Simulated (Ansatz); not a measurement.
# Mo3Se4: further runs on the relaxed cell

One table from this session's results is given with a row withheld; the runs are named, their logs left out.

Program: Ansatz 0.2.0. Level of theory: DFT PBEsol, scalar-relativistic, plane waves, PAW. These are calculated values, not measurements.

## Starting point

Symmetry: R-3, No. 148, trigonal system. The conventional cell has a = 9.462 Å, b = 9.462 Å, c = 11.185 Å, α = 90.00°, β = 90.00°, γ = 120.00°. Mo (site symmetry 1) is surrounded by 5 Se at 2.52 to 2.58 Å and 4 Mo at 2.67 to 2.82 Å. Around Se (site symmetry 1) lie 4 Mo at 2.52 to 2.58 Å. Se (site symmetry 3) is surrounded by 3 Mo at 2.53 Å.

As a file:

```cif
data_structure
_symmetry_space_group_name_H-M 'P 1'
_symmetry_Int_Tables_number 1
_cell_length_a 6.6141
_cell_length_b 6.6141
_cell_length_c 6.6141
_cell_angle_alpha 91.338
_cell_angle_beta 91.338
_cell_angle_gamma 91.338
_cell_volume 289.11
loop_
_atom_site_label
_atom_site_type_symbol
_atom_site_fract_x
_atom_site_fract_y
_atom_site_fract_z
_atom_site_occupancy
Mo1 Mo 0.22261 0.41378 0.54696 1
Mo2 Mo 0.54696 0.22261 0.41378 1
Mo3 Mo 0.41378 0.54696 0.22261 1
Mo4 Mo 0.77739 0.58622 0.45304 1
Mo5 Mo 0.45304 0.77739 0.58622 1
Mo6 Mo 0.58622 0.45304 0.77739 1
Se1 Se 0.38093 0.12700 0.74784 1
Se2 Se 0.74784 0.38093 0.12700 1
Se3 Se 0.12700 0.74784 0.38093 1
Se4 Se 0.61907 0.87300 0.25216 1
Se5 Se 0.25216 0.61907 0.87300 1
Se6 Se 0.87300 0.25216 0.61907 1
Se7 Se 0.21505 0.21505 0.21505 1
Se8 Se 0.78495 0.78495 0.78495 1
```

This cell was relaxed beforehand with the same method: volume 20.65 Å³/atom, gap on the mesh none (metal).

The first run:

Contents of input.yaml:

```yaml
crystal:
  lattice:
    - [4.683400035, 2.7039622709, 3.6907603086]
    - [-4.683400035, 2.7039622709, 3.6907603086]
    - [0.0, -5.4079245418, 3.6907603086]
  atoms:
    - { symbol: Mo, position: [0.22261125, 0.4137787666, 0.5469614611] }
    - { symbol: Mo, position: [0.5469614611, 0.22261125, 0.4137787666] }
    - { symbol: Mo, position: [0.4137787666, 0.5469614611, 0.22261125] }
    - { symbol: Mo, position: [0.77738875, 0.5862212334, 0.4530385389] }
    - { symbol: Mo, position: [0.4530385389, 0.77738875, 0.5862212334] }
    - { symbol: Mo, position: [0.5862212334, 0.4530385389, 0.77738875] }
    - { symbol: Se, position: [0.3809308845, 0.1270041862, 0.7478407915] }
    - { symbol: Se, position: [0.7478407915, 0.3809308845, 0.1270041862] }
    - { symbol: Se, position: [0.1270041862, 0.7478407915, 0.3809308845] }
    - { symbol: Se, position: [0.6190691155, 0.8729958138, 0.2521592085] }
    - { symbol: Se, position: [0.2521592085, 0.6190691155, 0.8729958138] }
    - { symbol: Se, position: [0.8729958138, 0.2521592085, 0.6190691155] }
    - { symbol: Se, position: [0.2150478838, 0.2150478838, 0.2150478838] }
    - { symbol: Se, position: [0.7849521162, 0.7849521162, 0.7849521162] }
basis:
  ecutwfc: 420
kpoints:
  mp_grid: { grid: [6, 6, 6] }
hamiltonian:
  xc: pbesol
scf:
  occupations: { method: gaussian, width: 0.1 }
output:
  forces: true
  stress: true
  eigenvalues: true
relax:
  adjacent_minimum: "off"
  f_tol: 0.01
  max_steps: 30
  cell: { stress_tol: 0.1, fix: [volume] }
```

Started as:

```console
ansatz run input.yaml --threads 4 --pin off --max-ram 10240MiB --backend cpu --events-out ev --progress --plain --runs-dir out
```

Among the steps run: Volume × 0.97; The cell scaled to 1.03 of its volume; Volume × 0.94; Volume × 1.06; The cell scaled to 0.91 of its volume; The cell scaled to 1.10 of its volume; Point at V/V0 = 0.88.

One of the session's tables, all rows but one given; the rest of the session is left out.

It belongs to the step «Energy against volume». 

```
volume (Å³/atom)  energy above the lowest point (meV/atom)  pressure (GPa)
          18.172                                      73.1           11.16
          18.792                                      37.6            7.40
          19.411                                      15.2            4.35
          20.031                                       3.4            1.90
          20.650                                       0.0            0.00
          21.270                                       2.9           -1.39
          21.889                                         ?               ?
          22.715                                      22.9           -2.90
```

Q: Estimate the row for volume (Å³/atom) = 21.889 from the others.

Worked estimate for «energy above the lowest point (meV/atom)». A straight line through the neighbours (21.270, 2.9) and (22.715, 22.9) gives 2.9 + (22.9 − 2.9) × (21.889 − 21.270) / (22.715 − 21.270) = 11.5; a parabola fitted to 3 rows on both sides gives 9.2.

**Answer.** energy above the lowest point (meV/atom): 10.0; pressure (GPa): -2.24. In «energy above the lowest point (meV/atom)» the line misses by +1.5 and the parabola by -0.8.
